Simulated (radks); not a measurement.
# Sm⁺ inside a hard spherical wall

Aim: energy, levels and pressure of Sm⁺ as a wall, at which all orbitals vanish, closes in. The configuration stays [Xe] 4f6 6s1.

Program: radks (a radial shooting solver on a logarithmic mesh, Libxc functionals) version 1. Level of theory: scalar-relativistic Kohn-Sham, LDA (Slater exchange, VWN5 correlation), spin-unpolarised, spherical densities, finite nucleus. These are calculated values, not measurements, unless marked.

**1. The atom as given**

| Quantity | Value |
| --- | --- |
| element | samarium (Z = 62) |
| charge | +1 |
| electrons | 61 |
| configuration | [Xe] 4f6 6s1 |
| nuclear rms radius | 5.0819 fm |

Outer shells as boxes (Hund's rule):

Sm⁺
```
[Xe] core
4f [↑ ][↑ ][↑ ][↑ ][↑ ][↑ ][  ]
6s [↑ ]
```

**2. The free atom**

Input:

```text
Z 62
configuration [Xe] 4f6 6s1 5d0 6p0 7s0
relativity scalar-relativistic
functional lda,vwn5
spin unpolarised
nucleus finite rms 5.0819 fm
c 137.035999084
```

Started as:

```
$ python run_ks.py task.json out
```

This one command runs every case of the session in turn.

**3. Wall at 20 bohr**

Settings, as their differences from step 2:

```diff
@@ -6,2 +6,3 @@
 nucleus finite rms 5.0819 fm
+wall 20 bohr
 c 137.035999084
```

**4. Wall at 6 bohr**

Settings, as their differences from step 3:

```diff
@@ -6,3 +6,3 @@
 nucleus finite rms 5.0819 fm
-wall 20 bohr
+wall 6 bohr
 c 137.035999084
```

**5. Wall at 5 bohr**

Settings, as their differences from step 4:

```diff
@@ -6,3 +6,3 @@
 nucleus finite rms 5.0819 fm
-wall 6 bohr
+wall 5 bohr
 c 137.035999084
```

**6. Wall at 3.5 bohr**

Settings, as their differences from step 5:

```diff
@@ -6,3 +6,3 @@
 nucleus finite rms 5.0819 fm
-wall 5 bohr
+wall 3.5 bohr
 c 137.035999084
```

**7. Wall at 3 bohr**

Settings, as their differences from step 6:

```diff
@@ -6,3 +6,3 @@
 nucleus finite rms 5.0819 fm
-wall 3.5 bohr
+wall 3 bohr
 c 137.035999084
```

**8. Wall at 2.5 bohr**

Settings, as their differences from step 7:

```diff
@@ -6,3 +6,3 @@
 nucleus finite rms 5.0819 fm
-wall 3 bohr
+wall 2.5 bohr
 c 137.035999084
```

**9. Wall at 2 bohr**

Settings, as their differences from step 8:

```diff
@@ -6,3 +6,3 @@
 nucleus finite rms 5.0819 fm
-wall 2.5 bohr
+wall 2 bohr
 c 137.035999084
```

**10. Wall at 1.5 bohr**

Settings, as their differences from step 9:

```diff
@@ -6,3 +6,3 @@
 nucleus finite rms 5.0819 fm
-wall 2 bohr
+wall 1.5 bohr
 c 137.035999084
```

What does the calculation give? Wanted: for each run, R; E − E(free); ε(6s); ε(5d, empty); ε(6p, empty); ε(7s, empty); pressure.

As calculated:

```tsv
R (bohr)	E − E(free) (eV)	ε(6s) (eV)	ε(5d, empty) (eV)	ε(6p, empty) (eV)	ε(7s, empty) (eV)	pressure (GPa)
free	0.000	-8.675	-7.438	-5.447	-2.711	0
20	-0.000	-8.675	-7.438	-5.447	-2.706	< 0.0001
6	1.188	-7.045	-6.455	-2.188	11.965	3.15
5	3.675	-4.279	-5.119	2.223	25.536	14.7
3.5	26.615	14.545	3.029	27.476	87.914	288
3	60.648	35.629	11.958	52.946	143.12	1017
2.5	154.81	81.639	31.625	105.47	249.11	4257
2	452.49	192.54	80.729	226.40	477.64	22485
1.5	1620.7	509.69	230.22	558.76	1066.6	176497
```

What this shows: At the tightest wall, 1.5 bohr, the energy stands 1620.7 eV above the free atom and the pressure, −dE/dV, is 176497 GPa. Of the levels in the table that exist at both ends, 7s (empty) rises most from the free atom (1069.3 eV). From R = 3.5 bohr inwards the highest occupied level lies above zero, pushed up by confinement. Shells are not refilled when levels cross, and a hard wall is a model, not a crystal.
